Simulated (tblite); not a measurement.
# C5H12GeSSi: the cost of one run

Programs: tblite 0.8.0 and PySCF 2.14.0, with density-fitted response routines of our own. Each step states its level of theory. These are calculated values for one molecule in the gas phase, unless marked as measured. Atoms are numbered from 0 throughout.

### Step 1. The starting structure

20 atoms, charge 0, multiplicity 1; geometry from: force field or distance geometry start.

Bonds of the start (Å): C0–C1 1.47, C1–C2 1.21, C2–Si3 1.84, Si3–C4 1.87, C4–Ge5 1.95, C4–S6 1.81, S6–C7 1.83, C0–H8 1.13, C0–H9 1.10, C0–H10 1.13, Si3–H11 1.45, Si3–H12 1.46, C4–H13 1.12, Ge5–H14 1.56, Ge5–H15 1.54, Ge5–H16 1.54, C7–H17 1.11, C7–H18 1.11, C7–H19 1.11.

### Step 2. Geometry optimisation with GFN2-xTB

What the job is given:

```
{"job": {"kind": "relax", "xc": "GFN2-xTB", "basis": "xTB"}, "charge": 0, "multiplicity": 1}
C     -4.244500    -1.431100     0.241600
C     -3.053500    -0.806000    -0.341800
C     -2.044500    -0.306000    -0.787100
Si    -0.527400     0.458400    -1.488300
C      0.858700     0.206700    -0.251800
Ge     1.407600     1.977700     0.356700
S      2.253300    -0.649500    -1.033800
C      3.575000    -0.849700     0.222500
H     -4.074500    -1.547500     1.350500
H     -4.409100    -2.402500    -0.247100
H     -5.162900    -0.787200     0.101400
H     -0.251000    -0.122700    -2.785200
H     -0.716700     1.903800    -1.625500
H      0.452900    -0.355200     0.625400
H      1.053900     2.157000     1.862100
H      2.895000     2.252500     0.052500
H      0.554700     3.012400    -0.408900
H      3.331900    -1.790900     0.768200
H      4.550100    -0.970000    -0.289500
H      3.545800     0.060600     0.855600
```

The run is started by

```console
$ OMP_NUM_THREADS=1 python probes_run.py task.json out
```

This one command runs all jobs of the session in turn.

Q: Estimate the wall time and peak memory of this first job on 1 thread of Arm Neoverse N1, shared host.

About 3.7 s, with a peak of 0.18 GiB.
